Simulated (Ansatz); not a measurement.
# PbSe2: the cost of one run

Computed with Ansatz 0.2.0 (reference: DFT, HSE06, plane waves, PAW, unless a step's input says otherwise).

2 further runs of the same task are left out: 2 that didn't finish.

## Step 1: The structure to begin with

It takes space group R-3m (No. 166, trigonal). The conventional cell has a = 4.030 Å, b = 4.030 Å, c = 17.141 Å, α = 90.00°, β = 90.00°, γ = 120.00°. Around Pb (site symmetry -3m) lie 6 Se at 2.86 Å. Se (site symmetry 3m) is surrounded by 3 Pb at 2.86 Å.

As a file:

```cif
data_structure
_symmetry_space_group_name_H-M 'R-3m:H'
_symmetry_Int_Tables_number 166
_cell_length_a 4.0301
_cell_length_b 4.0301
_cell_length_c 17.1412
_cell_angle_alpha 90.000
_cell_angle_beta 90.000
_cell_angle_gamma 120.000
_cell_volume 241.10
loop_
_atom_site_label
_atom_site_type_symbol
_atom_site_symmetry_multiplicity
_atom_site_Wyckoff_symbol
_atom_site_fract_x
_atom_site_fract_y
_atom_site_fract_z
_atom_site_occupancy
Pb1 Pb 3 a 0.00000 0.00000 0.00000 1
Se1 Se 6 c 0.33333 0.66667 0.90294 1
```

## Step 2: The reference run

The input, input.yaml:

```yaml
crystal:
  lattice:
    - [2.0150468078, 1.1633878169, 5.7137171036]
    - [-2.0150468078, 1.1633878169, 5.7137171036]
    - [0.0, -2.3267756338, 5.7137171036]
  atoms:
    - { symbol: Pb, position: [0.0, 0.0, 0.0] }
    - { symbol: Se, position: [0.2362761235, 0.2362761235, 0.2362761235] }
    - { symbol: Se, position: [0.7637238765, 0.7637238765, 0.7637238765] }
kpoints:
  mp_grid: { grid: [4, 4, 4] }
hamiltonian:
  xc: hse06
scf:
  occupations: { method: fermi_dirac, width: 0.02 }
  n_extra_bands: 4
output:
  forces: true
  stress: true
  eigenvalues: true
  write_density: true
  write_potential: true
  elf: true
  volumetric_format: npy
```

The run is started by

```bash
ansatz run input.yaml --threads 4 --pin off --max-ram 3686MiB --backend cpu --events-out ev --progress --plain --runs-dir out
```

Q: Estimate wall time and peak memory on 4 threads of Arm Neoverse V2, shared host.

About 15 s, with a peak of 1.4 GiB.
